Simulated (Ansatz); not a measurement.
# EuPd3Si2 (Imma): equation of state

An exercise on one series of results from a longer session: the logs are not shown, and one member is left open.

Method: DFT PBE+U (U_eff = 6 eV on Eu 4f), scalar-relativistic, plane waves, PAW, in Ansatz 0.2.0.

These runs use a low cutoff (300 eV) and a coarse mesh on purpose, to show what cheap settings give: their numbers aren't properties of the material.

## The starting structure

Symmetry: Imma, No. 74, orthorhombic system. The conventional cell has a = 7.211 Å, b = 10.200 Å, c = 5.775 Å, α = 90.00°, β = 90.00°, γ = 90.00°. Eu (site symmetry mm2) has 12 Pd at 3.20 to 3.70 Å and 6 Si at 3.21 to 3.54 Å and 2 Eu at 3.62 Å as nearest neighbours. Around Pd (site symmetry 2) lie 4 Si at 2.48 to 2.51 Å. Pd (site symmetry 2/m) has 4 Si at 2.54 Å as nearest neighbours. Around Si (site symmetry m) lie 6 Pd at 2.48 to 2.54 Å and 1 Si at 2.67 Å and 3 Eu at 3.21 to 3.54 Å.

As a file:

```cif
data_structure
_symmetry_space_group_name_H-M 'Imma'
_symmetry_Int_Tables_number 74
_cell_length_a 7.2105
_cell_length_b 10.2003
_cell_length_c 5.7747
_cell_angle_alpha 90.000
_cell_angle_beta 90.000
_cell_angle_gamma 90.000
_cell_volume 424.72
loop_
_atom_site_label
_atom_site_type_symbol
_atom_site_symmetry_multiplicity
_atom_site_Wyckoff_symbol
_atom_site_fract_x
_atom_site_fract_y
_atom_site_fract_z
_atom_site_occupancy
Eu1 Eu 4 e 0.50000 0.75000 0.21826 1
Pd1 Pd 8 f 0.29546 0.00000 0.00000 1
Pd2 Pd 4 c 0.25000 0.25000 0.25000 1
Si1 Si 8 h 0.50000 0.57880 0.68422 1
```

An earlier run at PBE+U (U_eff = 6 eV on Eu 4f) left this cell at 17.697 Å³/atom and 0.10 GPa (4×4×4 mesh).

Volume factors to run: 0.980, 1.020, 0.960, 1.040.

Set-up of the first run:

The input, input.yaml:

```yaml
crystal:
  lattice:
    - [-3.5810703679, 5.065905954, 2.8679571481]
    - [3.5810703679, -5.065905954, 2.8679571481]
    - [3.5810703679, 5.065905954, -2.8679571481]
  atoms:
    - { symbol: Eu, position: [0.9682560747, 0.7182560747, 0.25], spin: 7.64 }
    - { symbol: Eu, position: [0.0317439253, 0.2817439253, 0.75], spin: 7.64 }
    - { symbol: Pd, position: [0.0, 0.29545589, 0.29545589] }
    - { symbol: Pd, position: [0.0, 0.70454411, 0.70454411] }
    - { symbol: Pd, position: [0.5, 0.70454411, 0.20454411] }
    - { symbol: Pd, position: [0.5, 0.29545589, 0.79545589] }
    - { symbol: Pd, position: [0.5, 0.5, 0.5] }
    - { symbol: Pd, position: [0.5, 0.0, 0.0] }
    - { symbol: Si, position: [0.2630144285, 0.1842168596, 0.0787975689] }
    - { symbol: Si, position: [0.7369855715, 0.8157831404, 0.9212024311] }
    - { symbol: Si, position: [0.6054192907, 0.1842168596, 0.4212024311] }
    - { symbol: Si, position: [0.3945807093, 0.8157831404, 0.5787975689] }
basis:
  ecutwfc: 300
  ecutrho_ratio: 4
kpoints:
  mp_grid: { grid: [4, 4, 4] }
hamiltonian:
  xc: pbe
  hubbard:
    sites:
      - { species: Eu, l: f, u_eff: 6.0, starting_ns: start.occupation_matrices }
    ns_hold: { iters: 6 }
scf:
  occupations: { method: gaussian, width: 0.05 }
  lower_state_search: "off"
output:
  forces: true
  stress: true
  eigenvalues: true
  populations: true
magnetization:
  spin_polarized: true
relax:
  f_tol: 0.01
  max_steps: 40
  cell: { stress_tol: 0.1, fix: [volume] }
```

The open shells start from the occupation matrices of the run at the neighbouring geometry (file start.occupation_matrices).

On the command line:

```
$ ansatz run input.yaml --threads 4 --pin off --max-ram 10240MiB --backend cpu --events-out ev --progress --plain --runs-dir out
```

Among the steps run: Volume × 0.980; Scaling the volume by 1.020; At 0.960 of the relaxed volume; Volume × 1.040.

One table of the session follows, with a row left open; its other results are not shown here.

It belongs to the step «The fit». 

```
volume (Å³/atom)  energy (meV/atom)  pressure (GPa)  moment of atom 1 (μB)
          16.989              11.74            5.26                   6.92
          17.343                  ?               ?                      ?
          17.697               0.00            0.10                   6.94
          18.051               2.88           -2.03                   6.95
          18.405               8.78           -3.91                   6.96
```

Estimate the missing values for volume (Å³/atom) = 17.343.

Worked estimate for «energy (meV/atom)». A straight line through the neighbours (16.989, 11.74) and (17.697, 0.00) gives 11.74 + (0.00 − 11.74) × (17.343 − 16.989) / (17.697 − 16.989) = 5.87; a parabola fitted to 3 rows on both sides gives 2.95.

The run gave: energy (meV/atom): 2.20; pressure (GPa): 2.53; moment of atom 1 (μB): 6.93. In «energy (meV/atom)» the line misses by +3.67 and the parabola by +0.75.

Caveats from the session: Warnings in the runs' records: filled band counts differ across k points, cutoff below recommended, stability check not made.
